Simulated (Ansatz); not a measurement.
# CdAgF4: the cost of one run

Program: Ansatz 0.2.0. Level of theory: DFT PBE, scalar-relativistic, plane waves, PAW. These are calculated values, not measurements.

4 further runs of the same task are left out: 3 that didn't finish, 1 set aside as unsound or not needed.

## (1) The structure to begin with

Symmetry: P4/mmm, No. 123, tetragonal system. The conventional cell has a = 3.886 Å, b = 3.886 Å, c = 5.454 Å, α = 90.00°, β = 90.00°, γ = 90.00°. Cd (site symmetry 4/mmm) has 8 F at 2.37 Å as nearest neighbours. Around Ag (site symmetry 4/mmm) lie 8 F at 2.38 Å. Around F (site symmetry 2mm) lie 2 Cd at 2.37 Å and 2 Ag at 2.38 Å.

As a file:

```cif
data_structure
_symmetry_space_group_name_H-M 'P4/mmm'
_symmetry_Int_Tables_number 123
_cell_length_a 3.8857
_cell_length_b 3.8857
_cell_length_c 5.4539
_cell_angle_alpha 90.000
_cell_angle_beta 90.000
_cell_angle_gamma 90.000
_cell_volume 82.35
loop_
_atom_site_label
_atom_site_type_symbol
_atom_site_symmetry_multiplicity
_atom_site_Wyckoff_symbol
_atom_site_fract_x
_atom_site_fract_y
_atom_site_fract_z
_atom_site_occupancy
Cd1 Cd 1 a 0.00000 0.00000 0.00000 1
Ag1 Ag 1 d 0.50000 0.50000 0.50000 1
F1 F 4 i 0.50000 0.00000 0.75047 1
```

The cell was relaxed beforehand at this level, from a generated guess; it is a trial structure. At a tolerance of 0.05 Å it has space group P4/mmm (No. 123); it has 13.72 Å³/atom, an uncorrected energy of -1.56 eV/atom over the elements and, on its mesh, gap none (metal).

## (2) Point at V/V0 = 0.97

File input.yaml:

```yaml
crystal:
  lattice:
    - [3.8464923668, 0.0, 0.0]
    - [0.0, 3.8464923668, 0.0]
    - [0.0, 0.0, 5.3987706979]
  atoms:
    - { symbol: Cd, position: [0.0, 0.0, 0.0] }
    - { symbol: Ag, position: [0.5, 0.5, 0.5], spin: 0.59 }
    - { symbol: F, position: [0.5, 0.0, 0.750471], spin: 0.13 }
    - { symbol: F, position: [0.0, 0.5, 0.249529], spin: 0.13 }
    - { symbol: F, position: [0.5, 0.0, 0.249529], spin: 0.13 }
    - { symbol: F, position: [0.0, 0.5, 0.750471], spin: 0.13 }
basis:
  ecutwfc: 420
kpoints:
  mp_grid: { grid: [10, 10, 8] }
hamiltonian:
  xc: pbe
scf:
  occupations: { method: gaussian, width: 0.1 }
output:
  forces: true
  stress: true
  eigenvalues: true
  populations: true
magnetization:
  spin_polarized: true
relax:
  adjacent_minimum: "off"
  f_tol: 0.01
  max_steps: 30
  cell: { stress_tol: 0.1, fix: [volume] }
```

Command:

```sh
$ ansatz run input.yaml --threads 4 --pin off --max-ram 8192MiB --backend cpu --events-out ev --progress --plain --runs-dir out
```

What time and memory should one allow on 4 threads of Arm Neoverse V1, shared host?

About 38 s, with a peak of 0.74 GiB.
